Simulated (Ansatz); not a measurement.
# Sr2SnO3: the cost of one run

Method: DFT PBE, scalar-relativistic, plane waves, PAW, in Ansatz 0.2.0.

### 1 Starting point

It takes space group P4mm (No. 99, tetragonal). Conventional cell: a = 5.642 Å, b = 5.642 Å, c = 4.126 Å, α = 90.00°, β = 90.00°, γ = 90.00°. Sr (site symmetry 2mm) has 4 O at 2.02 to 2.84 Å as nearest neighbours. Sn (site symmetry 4mm) is surrounded by 4 Sr at 2.84 Å. O (site symmetry 2mm) has 2 Sr at 2.02 to 2.11 Å as nearest neighbours. Around O (site symmetry 4mm) lie 4 Sr at 2.84 Å.

As a file:

```xyz
6
Lattice="5.6416 0.0000 0.0000 0.0000 5.6416 0.0000 0.0000 0.0000 4.1262" Properties=species:S:1:pos:R:3 pbc="T T T"
Sr    2.8208    0.0000    2.2326
Sr    0.0000    2.8208    2.2326
Sn    2.8208    2.8208    2.5828
O     2.8208    0.0000    0.2137
O     0.0000    2.8208    0.2137
O     0.0000    0.0000    1.9450
```

Recipe of the guess: random cell by space group and Wyckoff sites (P4mm, No. 99). Lengths come from tabulated atomic sizes and are only a guess.

### 2 Probe: one point on a coarse mesh

input.yaml

```yaml
crystal:
  lattice:
    - [5.64157467, 0.0, 0.0]
    - [0.0, 5.64157467, 0.0]
    - [0.0, 0.0, 4.12619742]
  atoms:
    - { symbol: Sr, position: [0.5, 0.0, 0.5410759] }
    - { symbol: Sr, position: [0.0, 0.5, 0.5410759] }
    - { symbol: Sn, position: [0.5, 0.5, 0.62594286] }
    - { symbol: O, position: [0.5, 0.0, 0.05180073] }
    - { symbol: O, position: [0.0, 0.5, 0.05180073] }
    - { symbol: O, position: [0.0, 0.0, 0.47137473] }
basis:
  ecutwfc: 420
kpoints:
  mp_grid: { grid: [4, 4, 4] }
hamiltonian:
  xc: pbe
scf:
  occupations: { method: gaussian, width: 0.1 }
  lower_state_search: "off"
output:
  forces: true
  stress: true
  eigenvalues: true
```

Launch:

```sh
$ ansatz run input.yaml --threads 1 --pin off --max-ram 2560MiB --backend cpu --events-out ev --progress --plain --runs-dir out
```

**Question.** How long does this run take on 1 thread of Intel Xeon 6975P-C (Granite Rapids), shared host, and how much memory does it need?

About 3.9 s, with a peak of 0.39 GiB.
